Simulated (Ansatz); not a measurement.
# C2H6SZn: vertical ionisation energy

How much energy removes an electron from C2H6SZn at fixed geometry? The cation is run at each level and the neutral's energy taken from earlier runs.

Program: Ansatz 0.2.0, Gaussian basis. Level of theory: unrestricted cation, the program's frozen cores in correlated methods. These are calculated values, not measurements.

Levels to be run: UKS PBE-D4/def2-TZVPP; UKS r2SCAN-D4/def2-TZVPP; UKS PBE0-D4/def2-TZVPP; UKS B3LYP-D4/def2-TZVPP; UKS wB97X-V/def2-TZVPP; UKS wB97M-V/def2-TZVPP; UKS B2PLYP (frozen core with 3s3p of Cu, Zn)/def2-TZVPP; UHF-CCSD(T) with 3s3p of Cu, Zn/def2-TZVPP; UHF-MP2 with 3s3p of Cu, Zn/def2-QZVPP; extrapolation to the limit; then −ε(HOMO) from the neutral's earlier runs with LDA (SPW92), PBE-D4, revPBE-D4, BLYP-D4, r2SCAN-D4, B97M-V, PBE0-D4, B3LYP-D4, r2SCANh-D4, r2SCAN0-D4, HSE06-D4, BHLYP-D4, CAM-B3LYP-D4, LC-ωPBE, ωB97X-V, ωB97M-V.

### Step 1. The geometry

All runs share one geometry, relaxed beforehand with PBE0-D4 in a triple-zeta def2 set.

SMILES `C[CH2][Zn][SH]`, 10 atoms, charge 0, spin multiplicity 1.

Atoms are counted from 1 here; the program's logs count them from 0.

Bond lengths: C1–C2 1.527 Å, C1–H5 1.093 Å, C1–H6 1.095 Å, C1–H7 1.093 Å, C2–Zn3 1.949 Å, C2–H8 1.095 Å, C2–H9 1.095 Å, Zn3–S4 2.180 Å, S4–H10 1.345 Å. Angles: C2–C1–H5 112.0°, C2–C1–H6 111.5°, C2–C1–H7 112.0°, H5–C1–H6 107.0°, H5–C1–H7 107.1°, H6–C1–H7 107.0°, C1–C2–Zn3 115.0°, C1–C2–H8 110.3°, C1–C2–H9 110.3°, Zn3–C2–H8 107.4°, Zn3–C2–H9 107.4°, H8–C2–H9 106.0°, C2–Zn3–S4 179.4°, Zn3–S4–H10 92.7°.

### Step 2. Cation, UKS PBE-D4/def2-TZVPP

Contents of in.yaml:

```yaml
crystal:
  periodic: [false, false, false]
  atoms:
    - {symbol: C, position_ang: [-1.195608, 0.761908, 0.376452]}
    - {symbol: C, position_ang: [-0.192648, -0.273701, 0.880600]}
    - {symbol: Zn, position_ang: [1.199448, -0.758463, -0.393735]}
    - {symbol: S, position_ang: [2.765037, -1.314972, -1.805046]}
    - {symbol: H, position_ang: [-1.731261, 0.415656, -0.511200]}
    - {symbol: H, position_ang: [-1.950394, 0.991458, 1.136027]}
    - {symbol: H, position_ang: [-0.712205, 1.705796, 0.111600]}
    - {symbol: H, position_ang: [0.304522, 0.087692, 1.786563]}
    - {symbol: H, position_ang: [-0.709150, -1.195509, 1.167083]}
    - {symbol: H, position_ang: [2.305360, -0.470966, -2.745643]}
basis:
  gaussian: {orbitals: def2-TZVPP}
total_charge: 1
magnetization: {spin_polarized: true, initial_magnetization: 1}
hamiltonian: {xc: pbe, dispersion: d4}
```

Started as:

```sh
$ ansatz run in.yaml --threads 2 --pin off --events-out ev --progress --plain --max-ram 32768MiB --backend cpu
```

After this run come: Cation, UKS r2SCAN-D4/def2-TZVPP; Cation, UKS PBE0-D4/def2-TZVPP; Cation, UKS B3LYP-D4/def2-TZVPP; Cation, UKS wB97X-V/def2-TZVPP; Cation, UKS wB97M-V/def2-TZVPP; Cation, UKS B2PLYP (frozen core with 3s3p of Cu, Zn)/def2-TZVPP; Cation, UHF-CCSD(T) with 3s3p of Cu, Zn/def2-TZVPP; Cation, UHF-MP2 with 3s3p of Cu, Zn/def2-QZVPP.

**Question.** What will the summary of the whole plan be? Wanted: ionisation energy, CCSD(T)/CBS; nearest functional by difference; nearest −ε(HOMO); −ε(HOMO) of PBE; T1 of the cation.

**Answer**, as computed:

| quantity | value |
| --- | --- |
| ionisation energy, CCSD(T)/CBS | 9.52 eV |
| nearest functional by difference | ωB97X-V (-0.11 eV) |
| nearest −ε(HOMO) | ωB97X-V (-0.08 eV) |
| −ε(HOMO) of PBE | 5.89 eV |
| T1 of the cation | 0.014 |

**Reading.** By cation minus neutral, the functionals miss by 0.59 eV at most. The PBE orbital energy is 3.6 eV too small: a semilocal HOMO is no ionisation energy. Among orbital estimates ωB97X-V comes nearest. Hartree-Fock falls 1.29 eV short, as the neutral has more correlation energy than the cation. For Zn the d shell is correlated and the shells below it are frozen.
